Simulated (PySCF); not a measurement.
# The bond of SrCl+, level by level

One job finds the state of SrCl+, follows it along the bond with each method and fits the curves.

Program: PySCF 2.14.0. Level of theory: Sr def2-SVP with ECP28, Cl def2-SVP, scalar-relativistic core potentials. These are calculated values, not measurements.

### 1 Set-up

Settings of the job:

- atoms: Sr, Cl
- charge: 1
- basis: Sr def2-SVP with ECP28, Cl def2-SVP
- Hamiltonian: scalar-relativistic core potentials
- basis functions: 41
- electrons treated: 26
- masses in u: 87.9056, 34.9689
- levels: PBE0, PBE, r²SCAN, r²SCANh, M06-2X, BHandHLYP, HF, MP2, SCS-MP2, CCSD, CCSD(T)
- grid: 80 radial by 434 angular points
- occupations: held fixed by the projection of orbital angular momentum
- dissociation limit: Sr+ + Cl, each in its ground configuration
- starting distance in angstrom: 2.780
- values of 2S to try: 0, 2

The run is started by

```sh
$ OMP_NUM_THREADS=1 python dia.py task.json out
```

Further steps of the session: First curve: PBE0; Higher solutions at PBE0; PBE; r²SCAN (meta-GGA); r²SCANh (hybrid meta-GGA); M06-2X (hybrid meta-GGA); BHandHLYP (global hybrid GGA); RHF (mean field); Adding correlation.

Q: Predict the outcome of this session. Wanted: for each run, Re; ωe; De; μ.

**Answer**, as computed:

Lowest PBE0 solution found, without spin–orbit coupling: ¹Σ⁺ (singlet), closed shell. State 2 has its PBE0 minimum 4.00 eV higher. The other levels ran on the lowest alone.

```
      level  Re (Å)  ωe (cm⁻¹)  De (eV)   μ (D)
        RHF   2.550        361     3.11  -10.98
    RHF-MP2   2.524        368     3.88     n/a
RHF-SCS-MP2   2.528        367     3.82     n/a
   RHF-CCSD   2.528        367     3.71     n/a
RHF-CCSD(T)   2.529        366     3.77     n/a
        PBE   2.501        365     4.50   -8.80
     r²SCAN   2.508        369     4.53   -9.47
    r²SCANh   2.507        370     4.46   -9.61
       PBE0   2.499        372     4.37   -9.42
  BHandHLYP   2.510        371     4.05   -9.88
     M06-2X   2.509        371     4.39   -9.79
```

De is counted to Sr+ + Cl in their ground configurations. A positive dipole points from Sr to Cl; in an ion it is taken about the centre of mass and does not tell which atom is negative.

Differences from CCSD(T) in the same basis:

```
      level  Re (mÅ)  ωe (%)
        RHF      +22    -1.4
    RHF-MP2       -5    +0.7
RHF-SCS-MP2        0    +0.3
   RHF-CCSD        0    +0.3
        PBE      -27    -0.1
     r²SCAN      -20    +0.8
    r²SCANh      -22    +1.2
       PBE0      -30    +1.6
  BHandHLYP      -18    +1.5
     M06-2X      -20    +1.5
```

**Reading.** Against CCSD(T) in the same basis, the bond length is nearest at RHF-SCS-MP2 and RHF-CCSD (0 mÅ) and farthest at PBE0 (-30 mÅ); the wavenumber is nearest at PBE (-0.1 %) and farthest at PBE0 (+1.6 %). CCSD(T) in a basis this small is itself some way from its limit, more so than the functionals. Among the levels with a De in the table, it runs from 3.11 eV (RHF) to 4.53 eV (r²SCAN).

Correlated steps freeze 5 core orbitals. Spin–orbit coupling is left out.
